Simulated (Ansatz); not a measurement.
Runs of Ansatz 0.2.0 on GaGe3. The structure is cubic, space group Fm-3m (No. 225). Conventional cell: a = 6.774 Å, b = 6.774 Å, c = 6.774 Å, α = 90.00°, β = 90.00°, γ = 90.00°. Around Ge (site symmetry m-3m) lie 8 Ge at 2.93 Å. Around Ge (site symmetry -43m) lie 4 Ge at 2.93 Å and 4 Ga at 2.93 Å. Ga (site symmetry m-3m) has 8 Ge at 2.93 Å as nearest neighbours. The cell comes from a database or a generator and needn't be the stable form of this composition.

```tsv
level	cutoff (eV)	gap on the mesh (eV)	pressure (GPa)
r2SCAN	500	none	-1.5
PBEsol	420	none	-3.1
BLYP	420	none	6.1
revPBE	420	none	1.6
HSE06	420	none	(a)
RPBE	420	none	2.0
PBE0	420	none	-1.4
r2SCAN0	500	none	(b)
```

Alike in all rows: task projected density of states; potentials or basis Ansatz PAW; no spin polarisation; cell as given; k mesh 4 × 4 × 4; smearing fermi-dirac 0.05 eV; the mesh is coarse, so values aren't converged.

Task: Estimate the missing entries.

Result: (a) -1.2; (b) -2.4.

Caveats: all runs use coarse meshes; the PAW data sets come from PBE, with cores solved anew for the run's functional, which leaves a small shift of forces and pressure; the thresholds are loose for stress (some runs).

A k mesh can miss the band edges, and the runs leave out spin-orbit coupling on Ga, Ge.

A gap of «none» marks a metal or a gap under the smearing width.

Runs at the PBE level aren't shown here.
